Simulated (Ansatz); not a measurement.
Debugging a ladder of basis sets of CH4OSb, SMILES C[O][SbH] (Ansatz 0.2.0, Python API).

Contents of `ch4osb.xyz`:
```text
7

C    -0.48120    0.57300   -0.18650
O    -0.66830   -0.48450    0.65670
Sb    0.61670   -1.90200    0.01330
H    -0.70230    0.34290   -1.24720
H     0.50170    1.02580   -0.16000
H    -1.23910    1.42490    0.11890
H     2.03370   -1.04820    0.75910
```

`run_basis.py`
```python
"""How the energy of CH4OSb converges with the basis."""

import ansatz as az

molecule = az.Crystal.molecule_from_extxyz("ch4osb.xyz")

model = molecule.calculation()
model = model.functional("pbe0")
model = model.spin("collinear", total=1)

energies = {}
for basis in ["def2-SVP", "def2-SVPD", "def2-TZVP", "def2-TZVPP"]:
    summary = model.basis(gaussian=basis).report
    size = summary["n_frozen"] + summary["n_occupied"][0] + summary["n_virtual"][0]
    energies[basis] = (summary["reference_energy_ev"] / 27.211386246, summary["free_energy_ev"] / 27.211386246)
    print(f"{basis:14s} {size:4d} orbitals  reference {energies[basis][0]:14.6f} Ha  total {energies[basis][1]:14.6f} Ha")

last = energies["def2-TZVPP"][1]
for basis, (_, total) in energies.items():
    print(f"{basis:14s} lies {27.211386 * (total - last):9.4f} eV above def2-TZVPP")
```

Output of `python run_basis.py`:
```text
Traceback (most recent call last):
  File "run_basis.py", line 13, in <module>
    summary = model.basis(gaussian=basis).report
              ^^^^^^^^^^^^^^^^^^^^^^^^^^^^^^^^^^
AttributeError: 'Calculation' object has no attribute 'report'
```

Find the fault and give the corrected script.

The fault: the calculation is never run. Mended:

```diff
--- before
+++ after
@@ -12,3 +12,3 @@
 for basis in ["def2-SVP", "def2-SVPD", "def2-TZVP", "def2-TZVPP"]:
-    summary = model.basis(gaussian=basis).report
+    summary = model.basis(gaussian=basis).run(threads=1, pin="off").report
     size = summary["n_frozen"] + summary["n_occupied"][0] + summary["n_virtual"][0]
```

The mended script runs so:

`python run_basis.py` gives:
```text
def2-SVP         74 orbitals  reference    -355.717393 Ha  total    -355.717393 Ha
def2-SVPD       107 orbitals  reference    -355.730367 Ha  total    -355.730367 Ha
def2-TZVP       136 orbitals  reference    -355.866292 Ha  total    -355.866292 Ha
def2-TZVPP      168 orbitals  reference    -355.867529 Ha  total    -355.867529 Ha
def2-SVP       lies    4.0854 eV above def2-TZVPP
def2-SVPD      lies    3.7324 eV above def2-TZVPP
def2-TZVP      lies    0.0337 eV above def2-TZVPP
def2-TZVPP     lies    0.0000 eV above def2-TZVPP
```

What to keep in mind:
- The drop along the ladder measures the basis error, and is no property of the molecule.
- The geometry is a force-field or estimated start, not a minimum of this method, and the last set is no limit. Much of the fall in a total is atomic energy, which cancels in bond and reaction energies.
- def2 sets replace the cores of elements past krypton by effective core potentials.
- The run takes the species as open-shell (spin multiplicity 2), which needn't be its ground state.
- Hardware and time: 34 s on 1 thread of Arm Neoverse V1, with other jobs on the host, peak memory 0.39 GiB.
